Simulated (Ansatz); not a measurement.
# CH2InN: up Jacob's ladder to CCSD(T)

One table from this session's results is given with a row withheld; the runs are named, their logs left out.

Computed with Ansatz 0.2.0, Gaussian basis. Level: functionals in def2-TZVPP, the program's frozen cores in correlated methods.

The runs, in order: LDA (SPW92), PBE-D4, revPBE-D4, BLYP-D4, r2SCAN-D4, B97M-V, PBE0-D4, B3LYP-D4, r2SCANh-D4, r2SCAN0-D4, HSE06-D4, BHLYP-D4, CAM-B3LYP-D4, LC-ωPBE, ωB97X-V, ωB97M-V, B2PLYP, PBE-QIDH; CCSD(T)/def2-SVP; CCSD(T)/def2-TZVPP; MP2/def2-QZVPP; extrapolation to the limit; RPA on PBE.

## The relaxed structure

An earlier PBE0-D4 in a triple-zeta def2 set relaxation fixed the geometry. In takes the def2 core potential; no spin-orbit term is included.

5 atoms, charge 0, spin multiplicity 1.

Atoms are counted from 1 here; the program's logs count them from 0.

Bond lengths: C1–N2 1.144 Å, C1–H4 1.069 Å, In3–H5 1.851 Å. Angles: N2–C1–H4 179.8°.

The first run:

Contents of in.yaml:

```yaml
crystal:
  periodic: [false, false, false]
  atoms:
    - {symbol: C, position_ang: [-0.269516, -1.469137, 0.497649]}
    - {symbol: N, position_ang: [0.129540, -0.432316, 0.225845]}
    - {symbol: In, position_ang: [1.243006, 2.039359, -0.349755]}
    - {symbol: H, position_ang: [-0.645018, -2.437810, 0.750396]}
    - {symbol: H, position_ang: [-0.408114, 2.226205, -1.165436]}
basis:
  gaussian: {orbitals: def2-TZVPP}
hamiltonian: {xc: lda}
output: {orbitals: {seedname: orbitals}}
```

Started as:

```console
> ansatz run in.yaml --threads 2 --pin off --events-out ev --progress --plain --max-ram 4352MiB
```

Steps of the session up to this table: LDA; PBE-D4 (GGA); revPBE-D4 (GGA); BLYP-D4 (GGA); r2SCAN-D4 (meta-GGA); B97M-V (meta-GGA); B3LYP-D4 (hybrid); r2SCANh-D4 (hybrid); r2SCAN0-D4 (hybrid); HSE06-D4 (hybrid); BHLYP-D4 (hybrid); CAM-B3LYP-D4 (range-separated); LC-ωPBE (range-separated); ωB97X-V (range-separated); ωB97M-V (range-separated); B2PLYP (double hybrid); PBE-QIDH (double hybrid).

One of the session's tables, all rows but one given; the rest of the session is left out.

| functional | HOMO (eV) | LUMO (eV) | gap (eV) |
| --- | --- | --- | --- |
| LDA (SPW92) | -4.33 | -2.33 | 2.00 |
| PBE-D4 | -4.18 | -2.09 | 2.10 |
| revPBE-D4 | -4.13 | -1.99 | 2.14 |
| BLYP-D4 | -4.10 | -2.03 | 2.07 |
| r2SCAN-D4 | -4.38 | -1.87 | 2.50 |
| B97M-V | -4.29 | -2.02 | 2.27 |
| PBE0-D4 | -5.04 | -1.31 | 3.73 |
| B3LYP-D4 | -4.93 | -1.57 | 3.37 |
| r2SCANh-D4 | -4.70 | -1.59 | 3.11 |
| r2SCAN0-D4 | ? | ? | ? |
| HSE06-D4 | -4.66 | -1.67 | 2.98 |
| BHLYP-D4 | -5.83 | -0.64 | 5.19 |
| CAM-B3LYP-D4 | -6.23 | -0.48 | 5.75 |
| LC-ωPBE | -7.35 | 0.54 | 7.89 |
| ωB97X-V | -7.10 | 0.44 | 7.54 |
| ωB97M-V | -7.03 | 0.19 | 7.21 |

**Question.** Estimate the row for r2SCAN0-D4.

Worked estimate for «HOMO (eV)». Against the share of exact exchange, r2SCAN-D4 (0, -4.38), r2SCANh-D4 (0.1, -4.70) give a slope of -3.20 per unit share; at 0.25 the line stands at -5.18.

The run gave: HOMO (eV): -5.19; LUMO (eV): -1.20; gap (eV): 3.99. In «HOMO (eV)» the line misses by +0.01.

Caveats from the session: All levels share the lack of spin-orbit coupling, which lowers the free heavy atoms and so the true binding.
